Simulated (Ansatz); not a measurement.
# H + ClH (H₂Cl) radical: an exchange reaction of three atoms

How does the energy of H + ClH (the system H + ClH), spin multiplicity 2 change over two coordinates at once? A grid of runs gives the map.

The runs use Ansatz 0.2.0; UHF/aug-cc-pVTZ.

### 1 The part H radical alone, at the geometry typed

The input, input.yaml:

```yaml
crystal:
  periodic: [false, false, false]
  atoms:
    - { symbol: H, position_ang: [0.0, 0.0, 0.0] }
magnetization:
  spin_polarized: true
  initial_magnetization: 1
basis:
  gaussian: { orbitals: aug-cc-pVTZ }
hamiltonian:
  xc: hf
```

Command:

```bash
ansatz run input.yaml --threads 1 --pin off --max-ram 2560MiB --backend cpu --events-out ev --progress --plain --runs-dir out
```

Log:

```text
Warning: RAYON_NUM_THREADS=1 ignored (pool sized by the plan → 1); use --threads N
Engine: ansatz 0.2.0, aarch64-unknown-linux-gnu
Functional definition: HF
  exchange = exact_x
  correlation = 0
64 factors; their error is unknown
mean field evaluation 1: about -13.5420 eV, gradient 1.8e0 eV
mean field evaluation 2: about -13.5917 eV, gradient 7.0e-1 eV
mean field evaluation 4: about -13.6008 eV, gradient 9.2e-3 eV
mean field evaluation 8: about -13.5420 eV, gradient 1.8e0 eV
mean field -13.60082707 eV, -0.4998211760 hartree, gradient 2.6e-6 eV, S^2 0.750000; 0 other end points of the search recorded, 0 dependent functions left out
reference -13.60082707 eV, -0.4998211760 hartree; 1, 0 occupied and 22, 23 virtual orbitals, 64 factors
Total energy: -13.60082707 eV, -0.4998211760 hartree
```

It took 0.05 s on 1 thread of Arm Neoverse V1, shared host; peak memory 0.055 GiB.

### 2 Reference run: HCl, relaxed

The input, input.yaml:

```yaml
crystal:
  periodic: [false, false, false]
  atoms:
    - { symbol: Cl, position_ang: [0.0, 0.0, 0.0] }
    - { symbol: H, position_ang: [1.33, 0.0, 0.0] }
basis:
  gaussian: { orbitals: aug-cc-pVTZ }
hamiltonian:
  xc: hf
output:
  forces: true
relax:
  f_tol: 0.003
  max_steps: 120
```

Command:

```bash
ansatz run input.yaml --threads 1 --pin off --max-ram 2560MiB --backend cpu --events-out ev --progress --plain --runs-dir out
```

Log (excerpt; [...] marks lines left out):

```text
Warning: RAYON_NUM_THREADS=1 ignored (pool sized by the plan → 1); use --threads N
[...]
Functional definition: HF
[...]
493 factors; their error is unknown
[...]
mean field -12520.10374846 eV, -460.1053263248 hartree, gradient 2.1e-5 eV, S^2 0.000000; 0 other end points of the search recorded, 0 dependent functions left out
[...]
reference -12520.10374846 eV, -460.1053263248 hartree; 9, 9 occupied and 64, 64 virtual orbitals, 493 factors
relax step   1: F+E_penalty+E_count = -12520.10374846 eV  Δ(F+E_penalty+E_count) = +0.000e0 eV  max|allowed force component| = 1.880e0 eV/Å  Δτ_max = 0.0000 Å  (28 SCF iters, accepted)
[...]
relax step   4: F+E_penalty+E_count = -12520.16588025 eV  Δ(F+E_penalty+E_count) = -6.393e-5 eV  max|allowed force component| = 2.426e-2 eV/Å  Δτ_max = 0.0014 Å  (27 SCF iters, accepted)
[...]
relax step   5: F+E_penalty+E_count = -12520.16588858 eV  Δ(F+E_penalty+E_count) = -8.326e-6 eV  max|allowed force component| = 1.560e-5 eV/Å  Δτ_max = 0.0003 Å  (27 SCF iters, accepted)
493 factors; their error is unknown
mean field -12520.16588858 eV, -460.1076099320 hartree, gradient 7.5e-6 eV, S^2 0.000000; 1 other end points of the search recorded, 0 dependent functions left out
[...]
reference -12520.16588858 eV, -460.1076099320 hartree; 9, 9 occupied and 64, 64 virtual orbitals, 493 factors
Total energy: -12520.16588858 eV, -460.1076099320 hartree
Atom 0 at     0.031278     0.000000     0.000000 Å, force     0.000016    -0.000000     0.000000 eV/Å
Atom 1 at     1.298722    -0.000000    -0.000000 Å, force    -0.000016     0.000000    -0.000000 eV/Å
Dipole moment:     0.247984    -0.000000     0.000000 e Å
```

Run time: 1.8 s. Hardware: 1 thread of Arm Neoverse V1, shared host; peak memory 0.1 GiB.

Step by step:

| step | energy from step 1 (eV) | largest force component (eV/Å) |
| --- | --- | --- |
| 1 | 0.0000 | 1.8804 |
| 2 | -0.0546 | 0.7034 |
| 3 | -0.0621 | 0.0718 |
| 4 | -0.0621 | 0.0243 |
| 5 | -0.0621 | 0.0000 |

The bond:

| bond | before (Å) | after (Å) | change (Å) |
| --- | --- | --- | --- |
| Cl1–H2 | 1.330 | 1.267 | -0.063 |

### 3 Plan of the scan

The axes are (1) distance H1–Cl2: 17 values from 1.064 to 2.664 Å; (2) distance Cl2–H3: 17 values from 1.064 to 2.664 Å.

Nothing else is relaxed (the angle H1–Cl2–H3 is fixed at 160 degrees). Energies count from H far from the relaxed ClH (each part in its own basis). Points are written as (first, second).

Of the runs on the grid, 2 are shown in the steps below; the others differ only in the two coordinates.

### 4 The run at (2.535 Å, 1.610 Å)

The input, input.yaml:

```yaml
crystal:
  periodic: [false, false, false]
  atoms:
    - { symbol: H, position_ang: [-2.535, 0.0, 0.0] }
    - { symbol: Cl, position_ang: [0.0, 0.0, 0.0] }
    - { symbol: H, position_ang: [1.512905, 0.550652, 0.0] }
magnetization:
  spin_polarized: true
  initial_magnetization: 1
basis:
  gaussian: { orbitals: aug-cc-pVTZ }
hamiltonian:
  xc: hf
output:
  forces: true
```

Command:

```bash
ansatz run input.yaml --threads 1 --pin off --max-ram 2560MiB --backend cpu --events-out ev --progress --plain --runs-dir out
```

Log (excerpt; [...] marks lines left out):

```text
Warning: RAYON_NUM_THREADS=1 ignored (pool sized by the plan → 1); use --threads N
[...]
Functional definition: HF
[...]
557 factors; their error is unknown
[...]
mean field -12532.47008295 eV, -460.5597807351 hartree, gradient 2.8e-5 eV, S^2 0.755975; 0 other end points of the search recorded, 0 dependent functions left out
[...]
reference -12532.47008295 eV, -460.5597807351 hartree; 10, 9 occupied and 86, 87 virtual orbitals, 557 factors
Total energy: -12532.47008295 eV, -460.5597807351 hartree
Atom 0 at    -2.535000     0.000000     0.000000 Å, force    -0.267128    -0.020970    -0.000000 eV/Å
Atom 1 at     0.000000     0.000000     0.000000 Å, force     5.108497     1.818219     0.000000 eV/Å
Atom 2 at     1.512905     0.550652     0.000000 Å, force    -4.841369    -1.797249    -0.000000 eV/Å
Dipole moment:     0.315582     0.118716    -0.000000 e Å
```

Wall time 1.4 s (1 thread of Arm Neoverse V1, shared host); peak memory 0.14 GiB.

On the map this point reads 30 kcal/mol.

### 5 The run at (2.664 Å, 1.246 Å)

The input, input.yaml:

```yaml
crystal:
  periodic: [false, false, false]
  atoms:
    - { symbol: H, position_ang: [-2.664, 0.0, 0.0] }
    - { symbol: Cl, position_ang: [0.0, 0.0, 0.0] }
    - { symbol: H, position_ang: [1.170857, 0.426157, 0.0] }
magnetization:
  spin_polarized: true
  initial_magnetization: 1
basis:
  gaussian: { orbitals: aug-cc-pVTZ }
hamiltonian:
  xc: hf
output:
  forces: true
```

Command:

```bash
ansatz run input.yaml --threads 1 --pin off --max-ram 2560MiB --backend cpu --events-out ev --progress --plain --runs-dir out
```

Log (excerpt; [...] marks lines left out):

```text
Warning: RAYON_NUM_THREADS=1 ignored (pool sized by the plan → 1); use --threads N
[...]
Functional definition: HF
[...]
557 factors; their error is unknown
[...]
mean field -12533.67865870 eV, -460.6041950746 hartree, gradient 1.5e-5 eV, S^2 0.750210; 0 other end points of the search recorded, 0 dependent functions left out
[...]
reference -12533.67865870 eV, -460.6041950746 hartree; 10, 9 occupied and 86, 87 virtual orbitals, 557 factors
Total energy: -12533.67865870 eV, -460.6041950746 hartree
Atom 0 at    -2.664000     0.000000     0.000000 Å, force    -0.239112    -0.011591     0.000000 eV/Å
Atom 1 at     0.000000     0.000000     0.000000 Å, force    -0.548182    -0.248586    -0.000000 eV/Å
Atom 2 at     1.170857     0.426157     0.000000 Å, force     0.787294     0.260178     0.000000 eV/Å
Dipole moment:     0.239018     0.087752    -0.000000 e Å
```

It took 0.63 s on 1 thread of Arm Neoverse V1, shared host; peak memory 0.11 GiB.

That is 2.0 kcal/mol from the zero.

### 6 Energy over the grid

153 points were computed, 136 more follow by symmetry. Energies in kcal/mol, from H far from the relaxed ClH (each part in its own basis); the table lists every other line.

```tsv
distance Cl2–H3 (Å) ↓, distance H1–Cl2 (Å) →	1.064	1.171	1.328	1.511	1.714	1.932	2.165	2.409	2.664
2.664	27	6	3	18	42	60	69	73	74
2.409	29	9	5	20	43	60	68	71	73
2.165	33	12	9	23	44	58	65	68	69
1.932	40	19	15	27	44	54	58	60	60
1.714	51	29	23	31	41	44	44	43	42
1.511	67	43	33	33	31	27	23	20	18
1.328	88	61	43	33	23	15	9	5	3
1.171	118	87	61	43	29	19	12	9	6
1.064	152	118	88	67	51	40	33	29	27
```

The dipole moment (D) at each point:

| distance Cl2–H3 (Å) ↓, distance H1–Cl2 (Å) → | 1.064 | 1.171 | 1.328 | 1.511 | 1.714 | 1.932 | 2.165 | 2.409 | 2.664 |
| --- | --- | --- | --- | --- | --- | --- | --- | --- | --- |
| 2.664 | 1.05 | 1.15 | 1.31 | 1.51 | 1.65 | 1.01 | 0.52 | 0.22 | 0.10 |
| 2.409 | 1.10 | 1.20 | 1.35 | 1.53 | 1.53 | 0.88 | 0.38 | 0.17 | 0.22 |
| 2.165 | 1.19 | 1.27 | 1.40 | 1.52 | 1.31 | 0.61 | 0.24 | 0.38 | 0.52 |
| 1.932 | 1.32 | 1.38 | 1.45 | 1.41 | 0.87 | 0.31 | 0.61 | 0.88 | 1.01 |
| 1.714 | 1.46 | 1.46 | 1.38 | 0.99 | 0.32 | 0.87 | 1.31 | 1.53 | 1.65 |
| 1.511 | 1.50 | 1.37 | 0.96 | 0.30 | 0.99 | 1.41 | 1.52 | 1.53 | 1.51 |
| 1.328 | 1.24 | 0.87 | 0.29 | 0.96 | 1.38 | 1.45 | 1.40 | 1.35 | 1.31 |
| 1.171 | 0.64 | 0.31 | 0.87 | 1.37 | 1.46 | 1.38 | 1.27 | 1.20 | 1.15 |
| 1.064 | 0.31 | 0.64 | 1.24 | 1.50 | 1.46 | 1.32 | 1.19 | 1.10 | 1.05 |

Energy (kcal/mol) at eleven even steps along the easiest path on the interpolated surface, from (1.246 Å, 2.664 Å): 2, 4, 7, 12, 22, 33, 23, 13, 7, 4, 2.

### 7 Outcome

```
               quantity                                                                               value
           lowest point                                                    (1.246 Å, 2.664 Å), 2.0 kcal/mol
 highest computed point                                   (1.064 Å, 1.064 Å), 150 kcal/mol above the lowest
      dipole moment (D)  0.10 at (2.664 Å, 2.664 Å) to 1.65 at (1.714 Å, 2.664 Å); 1.22 at the lowest point
time for the whole task                                                    2.9 min on 1 thread, shared host
```

What this shows: The lowest computed point is at (1.246 Å, 2.664 Å), 2.0 kcal/mol from H far from the relaxed ClH (each part in its own basis). It lies at the edge of the scanned range, so the true minimum may lie outside. The highest computed point, (1.064 Å, 1.064 Å), lies 150 kcal/mol above the lowest. Two valleys reach the map's edge, at (1.246 Å, 2.664 Å) and at (2.664 Å, 1.246 Å). On the interpolated surface the pass between them lies about 31 kcal/mol above the first of these points and 31 kcal/mol above the second.
